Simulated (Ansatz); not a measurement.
# SiC3: the cost of one run

The runs shown are made with Ansatz 0.2.0. PAW datasets, plane waves, zero pressure. The calculation is spin-unpolarised, and the structure need not be a phase that has been made.

### 1 Starting point

This is the cell as the run starts from it, not yet at rest; its lengths are not the crystal's.

The symmetry is R3m (No. 160, trigonal); a = 2.768 Å, c = 13.560 Å in the conventional setting, 7.50 Å³ an atom. Around C lie 3 C at 1.69–1.70 Å and 1 Si at 1.70 Å; around C lie 3 Si at 1.69–1.70 Å and 1 C at 1.70 Å; around C lie 4 C at 1.69–1.70 Å; around Si lie 4 C at 1.69–1.70 Å.

The structure in full:

Space group R3m:H (No. 160). a = 2.768 Å, b = 2.768 Å, c = 13.560 Å, α = 90.00°, β = 90.00°, γ = 120.00°
```csv
atom,site,symmetry,x,y,z
C,3a,3m,0.0000,0.0000,0.0000
C,3a,3m,0.3333,0.6667,0.1667
C,3a,3m,0.3333,0.6667,0.2917
Si,3a,3m,0.0000,0.0000,0.1250
```

### 2 Relaxation with PBE

Input file input.yaml:

```yaml
crystal:
  lattice:
    - [1.3839617047, 0.7990306627, 4.52]
    - [-1.3839617047, 0.7990306627, 4.52]
    - [0.0, -1.5980613255, 4.52]
  atoms:
    - { symbol: C, position: [1.0, 0.0, 0.0] }
    - { symbol: C, position: [0.5, 0.5, 0.5] }
    - { symbol: C, position: [0.375, 0.375, 0.375] }
    - { symbol: Si, position: [0.875, 0.875, 0.875] }
kpoints:
  mp_grid: { grid: [10, 10, 10] }
hamiltonian:
  xc: pbe
scf:
  occupations: { method: fermi_dirac, width: 0.02 }
relax:
  f_tol: 0.005
  cell: {}
output:
  write_density: true
  write_potential: true
  elf: true
  volumetric_format: npy
```

Started as:

```bash
ansatz run input.yaml --threads 2 --pin off --max-ram 2211MiB --backend cpu --events-out ev --progress --plain --runs-dir out
```

Q: Estimate wall time and peak memory on 2 threads of Arm Neoverse V1, shared host.

About 35 s, with a peak of 0.36 GiB.
